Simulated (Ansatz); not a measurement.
# F₂H₂NNbS: up Jacob's ladder to CCSD(T)

One table from this session's results is given with a row withheld; the runs are named, their logs left out.

Method: functionals in def2-TZVPP, the program's frozen cores in correlated methods; program: Ansatz 0.2.0, Gaussian basis.

The runs, in order: LDA (SPW92), PBE-D4, revPBE-D4, BLYP-D4, r2SCAN-D4, B97M-V, PBE0-D4, B3LYP-D4, r2SCANh-D4, r2SCAN0-D4, HSE06-D4, BHLYP-D4, CAM-B3LYP-D4, LC-ωPBE, ωB97X-V, ωB97M-V, B2PLYP, PBE-QIDH; CCSD(T)/def2-SVP; CCSD(T)/def2-TZVPP; MP2/def2-QZVPP; extrapolation to the limit; RPA on PBE.

**The relaxed structure**

The geometry comes from an earlier relaxation with PBE0-D4 in a triple-zeta def2 set; it is a stationary point, not always the lowest conformer. Nb takes the def2 core potential; no spin-orbit term is included.

SMILES `[NH2][Nb]([F])([F])=[S]`, 7 atoms, charge 0, spin multiplicity 1.

Atoms are counted from 1 here; the program's logs count them from 0.

Bond lengths: N1–Nb2 1.938 Å, N1–H6 1.009 Å, N1–H7 1.013 Å, Nb2–F3 1.864 Å, Nb2–F4 1.864 Å, Nb2–S5 2.135 Å. Angles: Nb2–N1–H6 126.9°, Nb2–N1–H7 122.1°, H6–N1–H7 111.0°, N1–Nb2–F3 109.8°, N1–Nb2–F4 109.8°, N1–Nb2–S5 104.9°, F3–Nb2–F4 109.6°, F3–Nb2–S5 111.4°, F4–Nb2–S5 111.4°.

Set-up of the first run:

Input file in.yaml:

```yaml
crystal:
  periodic: [false, false, false]
  atoms:
    - {symbol: N, position_ang: [-0.822676, 0.606705, 0.606748]}
    - {symbol: Nb, position_ang: [0.499500, -0.438217, -0.350587]}
    - {symbol: F, position_ang: [1.704721, -1.188104, 0.857231]}
    - {symbol: F, position_ang: [-0.344809, -1.791382, -1.314838]}
    - {symbol: S, position_ang: [1.464779, 0.954978, -1.648205]}
    - {symbol: H, position_ang: [-1.004585, 1.593661, 0.504314]}
    - {symbol: H, position_ang: [-1.435730, 0.194560, 1.299638]}
basis:
  gaussian: {orbitals: def2-TZVPP}
hamiltonian: {xc: lda}
output: {orbitals: {seedname: orbitals}}
```

Among the steps run: LDA; PBE-D4 (GGA); revPBE-D4 (GGA); BLYP-D4 (GGA); r2SCAN-D4 (meta-GGA); B97M-V (meta-GGA); PBE0-D4 (hybrid); B3LYP-D4 (hybrid); r2SCANh-D4 (hybrid); r2SCAN0-D4 (hybrid); HSE06-D4 (hybrid); BHLYP-D4 (hybrid); CAM-B3LYP-D4 (range-separated); LC-ωPBE-D4 (range-separated; the results give it without D4); ωB97X-V (range-separated); ωB97M-V (range-separated); B2PLYP (double hybrid); PBE-QIDH (double hybrid).

One of the session's tables, all rows but one given; the rest of the session is left out.

It belongs to the step «Frontier levels by functional». 

```
  functional  HOMO (eV)  LUMO (eV)  gap (eV)
 LDA (SPW92)      -6.96      -3.35      3.61
      PBE-D4      -6.77      -3.14      3.63
   revPBE-D4      -6.70      -3.06      3.64
     BLYP-D4      -6.61      -3.02      3.59
   r2SCAN-D4      -7.07      -3.07      4.00
      B97M-V      -7.09      -3.01      4.08
     PBE0-D4      -8.01      -2.40      5.60
    B3LYP-D4      -7.76      -2.60      5.16
  r2SCANh-D4      -7.53      -2.79      4.74
  r2SCAN0-D4      -8.21      -2.35      5.85
    HSE06-D4          ?          ?         ?
    BHLYP-D4      -9.06      -1.49      7.57
CAM-B3LYP-D4      -9.28      -1.31      7.96
     LC-ωPBE     -10.60      -0.21     10.39
     ωB97X-V     -10.26      -0.27     10.00
     ωB97M-V     -10.12      -0.30      9.82
```

Q: Estimate the row for HSE06-D4 from the others.

**Answer.** HOMO (eV): -7.61; LUMO (eV): -2.78; gap (eV): 4.83. In the column «HOMO (eV)» it lies between B3LYP-D4 (-7.76) and r2SCANh-D4 (-7.53).
